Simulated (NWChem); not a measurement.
# CH4FGaSe (SMILES [CH3][Ga]([F])[SeH]): levels of theory compared

We compute a comparison of 3 runs (HF/STO-3G, HF/3-21G, B3LYP/6-31G*) of CH4FGaSe. 

Program for the calculation: NWChem 7.3.0.

## (1) Starting point

CH4FGaSe: 8 atoms, total charge 0, spin state singlet. As SMILES, `[CH3][Ga]([F])[SeH]`. The shape is that of a PBE0-D4/def2-TZVP optimisation. This is one conformer, not always the lowest.

Bond lengths: C1–Ga2 1.947 Å, Ga2–F3 1.762 Å, Ga2–Se4 2.316 Å, C1–H5 1.090 Å, C1–H6 1.092 Å, C1–H7 1.091 Å, Se4–H8 1.469 Å. Angles: C1–Ga2–F3 118.2°, C1–Ga2–Se4 129.6°, F3–Ga2–Se4 112.2°, Ga2–C1–H5 111.4°, Ga2–C1–H6 109.3°, Ga2–C1–H7 109.4°, Ga2–Se4–H8 90.6°, H5–C1–H6 109.1°, H5–C1–H7 109.5°, H6–C1–H7 108.1°.

## (2) Energy and forces at HF/STO-3G (run 1)

m1.nw

```
echo
start m1
title "CH4FGaSe"
memory 2200 mb

geometry units angstrom noautosym nocenter noautoz
  C    -0.097000    1.353200   -0.526600
  Ga    0.183700   -0.408000    0.254500
  F     1.602400   -0.652500    1.271000
  Se   -1.099700   -2.327000    0.067000
  H    -0.923700    1.345300   -1.236200
  H    -0.314900    2.069500    0.268100
  H     0.814400    1.674900   -1.033100
  H    -0.165300   -3.055500    0.935300
end

basis spherical bse
  * library STO-3G
end

scf
  thresh 1e-08
  maxiter 80
  print medium
end

task scf gradient
```

Run with:

```
$ nwchem m1.nw > m1.out
```

Output:

```text
[...]
  functions       =    50
[...]
  wavefunction    = RHF
[...]
         Total SCF energy =  -4412.269478834560
      One-electron energy =  -7238.067161657073
      Two-electron energy =   2299.755885881304
 Nuclear repulsion energy =    526.041796941210
        Time for solution =      9.2s
[...]
                         RHF ENERGY GRADIENTS
    atom               coordinates                        gradient
                 x          y          z           x          y          z
   1 C      -0.183303   2.557177  -0.995130   -0.010018   0.042391  -0.021505
   2 Ga      0.347143  -0.771008   0.480935   -0.020792  -0.006621  -0.011672
   3 F       3.028097  -1.233046   2.401842    0.053367  -0.007847   0.037732
   4 Se     -2.078132  -4.397392   0.126612   -0.037773  -0.021799  -0.017475
   5 H      -1.745540   2.542248  -2.336079   -0.007124  -0.004513  -0.004468
   6 H      -0.595075   3.910788   0.506636   -0.000721   0.002446   0.008848
   7 H       1.538993   3.165102  -1.952276    0.008946  -0.001389  -0.001729
   8 H      -0.312372  -5.774058   1.767461    0.014116  -0.002668   0.010269
[...]
```

Wall time 14 s (1 thread of Intel Xeon at 2.60GHz (Ice Lake), shared host); peak memory 0.097 GiB.

## (3) Energy and forces at HF/3-21G (run 2)

input.nw

```
START input
memory total 2200 mb
GEOMETRY noautosym nocenter noautoz
  C    -0.097000    1.353200   -0.526600
  Ga    0.183700   -0.408000    0.254500
  F     1.602400   -0.652500    1.271000
  Se   -1.099700   -2.327000    0.067000
  H    -0.923700    1.345300   -1.236200
  H    -0.314900    2.069500    0.268100
  H     0.814400    1.674900   -1.033100
  H    -0.165300   -3.055500    0.935300
END
BASIS spherical bse
  C library 3-21G
  Ga library 3-21G
  F library 3-21G
  Se library 3-21G
  H library 3-21G
END
SCF
  thresh 1e-08
  maxiter 80
  print medium
END
TASK scf gradient
```

Run with:

```
$ nwchem input.nw > input.out
```

Output:

```text
[...]
  functions       =    70
[...]
  wavefunction    = RHF
[...]
         Total SCF energy =  -4441.306989388127
      One-electron energy =  -7248.299774022462
      Two-electron energy =   2280.950987693125
 Nuclear repulsion energy =    526.041796941210
        Time for solution =      6.2s
[...]
                         RHF ENERGY GRADIENTS
    atom               coordinates                        gradient
                 x          y          z           x          y          z
   1 C      -0.183303   2.557177  -0.995130    0.000634   0.001840  -0.000920
   2 Ga      0.347143  -0.771008   0.480935   -0.037222  -0.013174  -0.019650
   3 F       3.028097  -1.233046   2.401842    0.026471  -0.004940   0.018981
   4 Se     -2.078132  -4.397392   0.126612    0.008205   0.013078   0.000918
   5 H      -1.745540   2.542248  -2.336079   -0.004116  -0.002526  -0.002560
   6 H      -0.595075   3.910788   0.506636   -0.000695   0.001215   0.005056
   7 H       1.538993   3.165102  -1.952276    0.004989  -0.000556  -0.001228
   8 H      -0.312372  -5.774058   1.767461    0.001733   0.005064  -0.000596
[...]
```

It took 11 s on 1 thread of Intel Xeon at 2.60GHz (Ice Lake), shared host; peak memory 0.098 GiB.

## (4) Energy and gradient at B3LYP/6-31G(d) (Cartesian functions) (run 3)

ch4fgase.nw

```
START ch4fgase
TITLE "CH4FGaSe"
memory total 2200 mb
charge 0

GEOMETRY units angstrom noautosym nocenter noautoz
 C    -0.097000    1.353200   -0.526600
 Ga    0.183700   -0.408000    0.254500
 F     1.602400   -0.652500    1.271000
 Se   -1.099700   -2.327000    0.067000
 H    -0.923700    1.345300   -1.236200
 H    -0.314900    2.069500    0.268100
 H     0.814400    1.674900   -1.033100
 H    -0.165300   -3.055500    0.935300
END

BASIS cartesian
 * library 6-31G*
END

DFT
 xc b3lyp
 grid fine
 convergence energy 1e-08
 maxiter 100
 mulliken
END

TASK dft gradient
```

Run with:

```
$ nwchem ch4fgase.nw > ch4fgase.out
```

Output:

```text
[...]
          Wavefunction type:  closed shell.
          No. of atoms     :     8
          No. of electrons :    84
[...]
          Charge           :     0
          Spin multiplicity:     1
[...]
          AO basis - number of functions:   108
[...]
              XC Information
              --------------
                         B3LYP Method XC Potential
                     Hartree-Fock (Exact) Exchange  0.200
                        Slater Exchange Functional  0.800 local
                    Becke 1988 Exchange Functional  0.720 non-local
              Lee-Yang-Parr Correlation Functional  0.810
                  VWN I RPA Correlation Functional  0.190 local
[...]
 d= 0,ls=0.0,diis     1  -4466.2710304850 -4.99D+03  1.76D-02  2.35D+00     5.3
[...]
 d= 0,ls=0.0,diis    11  -4466.3697787393 -1.84D-09  2.35D-07  3.77D-10    40.6
         Total DFT energy =    -4466.369778739286
      One electron energy =    -7269.431145957475
           Coulomb energy =     2456.685244340672
    Exchange-Corr. energy =     -179.665674063694
 Nuclear repulsion energy =      526.041796941210
[...]
      Total Density - Mulliken Population Analysis
     ---------------------------------------------
    Atom       Charge   Shell Charges
 -----------   ------   -------------------------------------------------------
    1 C    6     6.59   1.99  0.67  2.11  0.64  1.15  0.02
    2 Ga  31    30.51   2.00  1.99  6.00  1.95  5.99  1.19  1.22  0.03  0.11  6.87  2.96  0.21
    3 F    9     9.42   1.99  0.94  3.29  0.98  2.16  0.05
    4 Se  34    34.17   2.00  1.99  6.00  1.93  5.98  1.56  3.22  0.31  1.05  6.99  2.96  0.19
    5 H    1     0.81   0.52  0.29
    6 H    1     0.81   0.52  0.29
    7 H    1     0.81   0.52  0.29
    8 H    1     0.88   0.47  0.40
[...]
  wavefunction    = closed shell
                         DFT ENERGY GRADIENTS
    atom               coordinates                        gradient
                 x          y          z           x          y          z
   1 C      -0.183303   2.557177  -0.995130    0.000337  -0.003543   0.001174
   2 Ga      0.347143  -0.771008   0.480935   -0.003199  -0.001881  -0.001441
   3 F       3.028097  -1.233046   2.401842   -0.002296   0.000020  -0.001572
   4 Se     -2.078132  -4.397392   0.126612    0.007942   0.003902   0.003917
   5 H      -1.745540   2.542248  -2.336079    0.001634  -0.000017   0.001487
   6 H      -0.595075   3.910788   0.506636    0.000580  -0.001074  -0.001622
   7 H       1.538993   3.165102  -1.952276   -0.001716  -0.000340   0.001233
   8 H      -0.312372  -5.774058   1.767461   -0.003282   0.002933  -0.003176
[...]
```

Run time: 68 s. Hardware: 1 thread of Intel Xeon at 2.60GHz (Ice Lake), shared host; peak memory 0.13 GiB.

## (5) The series

```tsv
run	level	Cartesian functions	iteration cap	energy (Eh)	dipole moment (D)	HOMO energy (eV)	LUMO energy (eV)	wall time
1	HF/STO-3G	no	80	-4412.269479	0.94	-7.41	5.29	14 s
2	HF/3-21G	no	80	-4441.306989	2.09	-9.87	2.09	11 s
3	B3LYP/6-31G* (Cartesian functions)	yes	100	-4466.369779	1.94	-7.04	-0.89	68 s
```

## (6) What came out

```
                       quantity           value
            run 3: total energy  -4466.36978 Eh
           run 3: dipole moment          1.94 D
             run 3: HOMO energy        -7.04 eV
             run 3: LUMO energy        -0.89 eV
           run 3: HOMO–LUMO gap         6.14 eV
run 3: largest force on an atom      0.498 eV/Å
```

What this shows: The dipole moment (its size) runs from 0.94 D (HF/STO-3G) to 2.09 D (HF/3-21G). The HOMO–LUMO gap runs from 6.14 eV (B3LYP/6-31G*) to 12.70 eV (HF/STO-3G). The two ends differ in method and basis. In run 1 the basis is minimal, so the values are rough. All runs together took 92 s, the longest 68 s.
